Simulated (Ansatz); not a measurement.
CH₇NSn, SMILES N[CH2][SnH3], a rigid scan of one bond length

Run with Ansatz 0.2.0, Python API.

`ch7nsn_scan.py`:
```python
"""Potential curve of CH7NSn along one bond."""

import ansatz as az
from ase import Atoms
import numpy as np

config = {
    "basis_set": "def2-SVP",
    "xc": "pbe0",
}

atoms = Atoms(["N", "C", "Sn", "H", "H", "H", "H", "H", "H", "H"], positions=[
    (-0.5904, 0.2382, -1.4347),
    (-0.3514, 0.7283, -0.0927),
    (0.8341, -0.7269, 0.8947),
    (-1.167, -0.5583, -1.3826),
    (-1.2146, 1.0153, -1.9256),
    (0.2093, 1.707, -0.1289),
    (-1.2644, 0.8796, 0.4819),
    (0.042, -2.2327, 0.9683),
    (1.2208, -0.1613, 2.5753),
    (2.3645, -0.9403, 0.0474),
])
ch7nsn = az.Crystal.molecule_from_ase(atoms)

symbols = [site.symbol for site in ch7nsn.cartesian_sites]
start = np.array([site.position_ang for site in ch7nsn.cartesian_sites])
axis = (start[8] - start[2]) / np.linalg.norm(start[8] - start[2])
moving = [8]
lengths, energies = [1.597, 1.67, 1.742, 1.815, 1.887, 1.96, 2.033, 2.142], []
for length in lengths:
    xyz = start.copy()
    xyz[moving] += (length - np.linalg.norm(start[8] - start[2])) * axis
    point = az.Crystal.molecule()
    for symbol, place in zip(symbols, xyz):
        point = point.atom(symbol, place.tolist())
    job = (
        point.calculation()
        .basis(gaussian=config["basis_set"])
        .functional(config["xc"])
    )
    r = job.run(threads=1, backend="cpu").report
    energies.append(r["free_energy_ev"])
    print(f"r = {length:6.3f} A  E = {energies[-1]:.5f} eV  <S^2> = {abs(r['mean_field']['state']['spin_squared']):.3f}")

# quartic fit about the minimum
fit = np.polynomial.Polynomial.fit(lengths, np.array(energies) - min(energies), 4).convert()
roots = [r.real for r in fit.deriv().roots() if abs(r.imag) < 1e-9 and fit.deriv(2)(r.real) > 0]
r_e = min(roots, key=lambda r: abs(r - lengths[int(np.argmin(energies))]))
print(f"minimum of the fit at {r_e:.4f} A, force constant {fit.deriv(2)(r_e):.2f} eV/A^2")
```

Running `python ch7nsn_scan.py` prints:
```text
r =  1.597 A  E = -8465.92871 eV  <S^2> = 0.000
r =  1.670 A  E = -8466.03277 eV  <S^2> = 0.000
r =  1.742 A  E = -8466.04921 eV  <S^2> = 0.000
r =  1.815 A  E = -8466.00023 eV  <S^2> = 0.000
r =  1.887 A  E = -8465.90377 eV  <S^2> = 0.000
r =  1.960 A  E = -8465.77031 eV  <S^2> = 0.000
r =  2.033 A  E = -8465.61127 eV  <S^2> = 0.000
r =  2.142 A  E = -8465.34308 eV  <S^2> = 0.000
minimum of the fit at 1.7221 A, force constant 13.46 eV/A^2
```

Notes:
- Total energies depend on the basis set; only differences at equal settings carry meaning.
- The rest of the molecule is held rigid at a force-field or estimated start geometry, and the basis set is modest; single-reference methods fail as a bond breaks.
- def2 sets replace the cores of elements past krypton by effective core potentials.
- The orbitals are restricted, so S² is zero by construction.
- It ran for 17 s on 1 thread of Arm Neoverse V2, on a shared host, peak memory 0.23 GiB.
